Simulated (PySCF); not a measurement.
# C₃H₁₀Si₂: electronic excitations and core binding energies

Aim: predict the electronic excitations and core binding energies of C₃H₁₀Si₂ (`C[SiH2]/C=C\[SiH3]`).

Computed with PySCF 2.14.0, with density-fitted response routines of our own, on a single molecule in the gas phase. Atoms are numbered from 0 throughout.

**1. Starting geometry**

15 atoms, charge 0, multiplicity 1; geometry from: GFN2-xTB.

Bonds of the start (Å): C0–Si1 1.90, Si1–C2 1.89, C2–C3 1.33, C3–Si4 1.88, C0–H5 1.09, C0–H6 1.09, C0–H7 1.09, Si1–H8 1.47, Si1–H9 1.47, C2–H10 1.09, C3–H11 1.09, Si4–H12 1.47, Si4–H13 1.47, Si4–H14 1.47.

**2. Excited states and response: CAM-B3LYP/def2-SVPD**

Job settings and geometry (Å):

```
{"job": {"kind": "uv", "xc": "CAM-B3LYP", "basis": "def2-SVPD", "nstates": 8, "ntriplets": 3}, "charge": 0, "multiplicity": 1}
C     -2.017440     0.732024     0.736072
Si    -0.913002     0.811610    -0.808945
C     -0.072160    -0.853779    -1.080776
C      1.060659    -1.284400    -0.527874
Si     2.154859    -0.351264     0.686755
H     -2.572019     1.656867     0.864256
H     -2.739256    -0.077427     0.671808
H     -1.426702     0.573543     1.633645
H     -1.747271     1.086179    -1.990214
H      0.082339     1.880563    -0.657323
H     -0.584544    -1.521621    -1.770138
H      1.410604    -2.278404    -0.797332
H      3.087157    -1.313509     1.284970
H      1.355756     0.262805     1.750265
H      2.916606     0.684804    -0.017081
```

Level: TDDFT CAM-B3LYP/def2-SVPD, vertical, gas phase, core orbitals frozen in the response.

**Question.** This job is followed by: delta-SCF UKS SCAN, pcX-2 on the ionised atom, pcseg-1 elsewhere, spin-free X2C. What will the session give for the following? lowest singlet (CAM-B3LYP/def2-SVPD); brightest single state of those computed; lowest triplet; C1s binding energies, SCAN/pcX-2; Si1s binding energies, SCAN/pcX-2; Si2p binding energies, SCAN/pcX-2.

As calculated:

```
                                quantity                               value
    lowest singlet (CAM-B3LYP/def2-SVPD)         5.74 eV (216 nm), f = 0.006
brightest single state of those computed         state 2, 6.41 eV, f = 0.337
                          lowest triplet                             3.99 eV
        C1s binding energies, SCAN/pcX-2  C0 290.00, C3 289.91, C2 289.89 eV
       Si1s binding energies, SCAN/pcX-2         Si4 1846.24, Si1 1846.09 eV
       Si2p binding energies, SCAN/pcX-2           Si4 106.72, Si1 106.53 eV
```

In words: The lowest singlet, at 5.74 eV, is HOMO−1→LUMO 0.90 and is weak; of the 8 states computed, the strongest absorption comes from state 2 at 6.41 eV. The lowest triplet lies 1.75 eV below the lowest singlet (triplets in Tamm-Dancoff, singlets in full TDDFT). C0 (methyl carbon bonded to Si) binds its C1s electron 0.11 eV more tightly than C2 (alkene CH). The Si1s levels kept as sound span 0.15 eV, from Si1 (silicon bonded to 2 C, 2 H) up to Si4 (silicon bonded to C, 3 H). Si4 (silicon bonded to C, 3 H) binds its Si2p electron 0.19 eV more tightly than Si1 (silicon bonded to 2 C, 2 H).
